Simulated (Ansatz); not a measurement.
# C2H6SiZn, SMILES C[CH]1[SiH2][Zn]1: harmonic frequencies at the relaxed geometry

With Ansatz 0.2.0 through its Python package.

The script reads `c2h6sizn.xyz`:
```text
10

C    -0.77250    0.88510   -0.10680
C    -0.39230   -0.52330   -0.27030
Si    1.30330   -0.78500    0.39830
Zn    0.06270   -2.01120   -1.42480
H    -0.84150    1.21180    0.93630
H    -0.12430    1.61240   -0.67060
H    -1.81170    1.05640   -0.53980
H    -1.06260   -1.16930    0.25460
H     1.41060   -0.25640    1.83060
H     2.31150   -0.07170   -0.40460
```

Notebook, run cell by cell (the value of a cell's last expression is shown):

```python
import ansatz
import numpy as np
```

```python
c2h6sizn = ansatz.Crystal.molecule_from_extxyz('c2h6sizn.xyz')
```

```python
calculation = (
    c2h6sizn.calculation()
    .basis(gaussian='def2-SVP')
    .functional('B3LYP')
)
symbols = [site.symbol for site in c2h6sizn.cartesian_sites]
start = np.array([site.position_ang for site in c2h6sizn.cartesian_sites], dtype=float)
data = calculation.relax(force_tolerance=0.003).run(threads=1).report
end = np.array(data['positions_ang'])

print('bond        before    after (A)')
for i, j in [(0, 1), (0, 4), (0, 5), (0, 6), (1, 2), (1, 3), (1, 7), (2, 3), (2, 8), (2, 9)]:
    d0, d1 = (np.linalg.norm(xyz[i] - xyz[j]) for xyz in (start, end))
    print(f'{symbols[i]}{i}-{symbols[j]}{j}'.ljust(10), f'{d0:8.4f} {d1:8.4f}')

# frequencies need a stationary point, so they are taken at the relaxed geometry
minimum = ansatz.Crystal.molecule()
for symbol, xyz in zip(symbols, end):
    minimum = minimum.atom(symbol, xyz.tolist())
vibrating = minimum.calculation()
vibrating = vibrating.basis(gaussian='def2-SVP').functional('B3LYP')
vibrating = vibrating.phonons(temperatures=(100, 500, 100))
vib = vibrating.run(threads=1).report['vibrations']
sums = vib['harmonic_sums']
modes = [m['omega_inv_cm'] for m in sums['modes_at_gamma'] if m['rigid_motion'] == 'no']
for number, w in enumerate(modes, start=1):
    print(f'mode {number:2d} {w:9.1f} 1/cm {w / 8065.544 * 1000:8.2f} meV')
print('imaginary modes:', sum(w < 0 for w in modes), ' zero-point energy:', round(sums['zero_point_energy_ev'], 4), 'eV')
print('T (K)   F_vib (eV)   S_vib (meV/K)   C_vib (meV/K)')
for row in zip(sums['temperatures_k'], sums['vibrational_free_energy_ev'], vib['entropy_ev_per_k'], vib['heat_capacity_ev_per_k']):
    print(f'{row[0]:6.1f} {row[1]:11.4f} {1000 * row[2]:13.4f} {1000 * row[3]:15.4f}')
```

    bond        before    after (A)
    C0-C1        1.4679   1.5101
    C0-H4        1.0952   1.1101
    C0-H5        1.1256   1.1016
    C0-H6        1.1388   1.1048
    C1-Si2       1.8414   1.9848
    C1-Zn3       1.9375   2.0375
    C1-H7        1.0687   1.1098
    Si2-Zn3      2.5232   2.3710
    Si2-H8       1.5305   1.5116
    Si2-H9       1.4731   1.5040
    mode  1     153.9 1/cm    19.08 meV
    mode  2     173.7 1/cm    21.53 meV
    mode  3     231.5 1/cm    28.70 meV
    mode  4     238.3 1/cm    29.54 meV
    mode  5     294.7 1/cm    36.53 meV
    mode  6     389.9 1/cm    48.34 meV
    mode  7     514.2 1/cm    63.76 meV
    mode  8     581.0 1/cm    72.03 meV
    mode  9     640.0 1/cm    79.36 meV
    mode 10     821.1 1/cm   101.81 meV
    mode 11     954.0 1/cm   118.28 meV
    mode 12     966.0 1/cm   119.77 meV
    mode 13    1002.7 1/cm   124.31 meV
    mode 14    1092.9 1/cm   135.50 meV
    mode 15    1270.1 1/cm   157.47 meV
    mode 16    1374.5 1/cm   170.41 meV
    mode 17    1448.2 1/cm   179.55 meV
    mode 18    1459.3 1/cm   180.93 meV
    mode 19    2099.6 1/cm   260.32 meV
    mode 20    2150.5 1/cm   266.63 meV
    mode 21    2966.7 1/cm   367.82 meV
    mode 22    2995.5 1/cm   371.39 meV
    mode 23    3045.6 1/cm   377.61 meV
    mode 24    3097.9 1/cm   384.09 meV
    imaginary modes: 0  zero-point energy: 1.8574 eV
    T (K)   F_vib (eV)   S_vib (meV/K)   C_vib (meV/K)
     100.0      1.8549        0.0960          0.2207
     200.0      1.8334        0.3381          0.4935
     300.0      1.7873        0.5808          0.7131
     400.0      1.7176        0.8125          0.9019
     500.0      1.6253        1.0312          1.0592

The frequencies are harmonic and unscaled, in a modest basis. The result belongs to the one conformer reached from this start, and soft torsions count as harmonic oscillators. b3lyp holds the VWN-RPA fit, as in Gaussian; the form of ORCA and Turbomole is b3lyp5. Finished in 4.4 min on 1 thread of Arm Neoverse V2, with other jobs on the host, peak memory 0.33 GiB.

(Lines on the test bed's own set-up are left out of the output.)
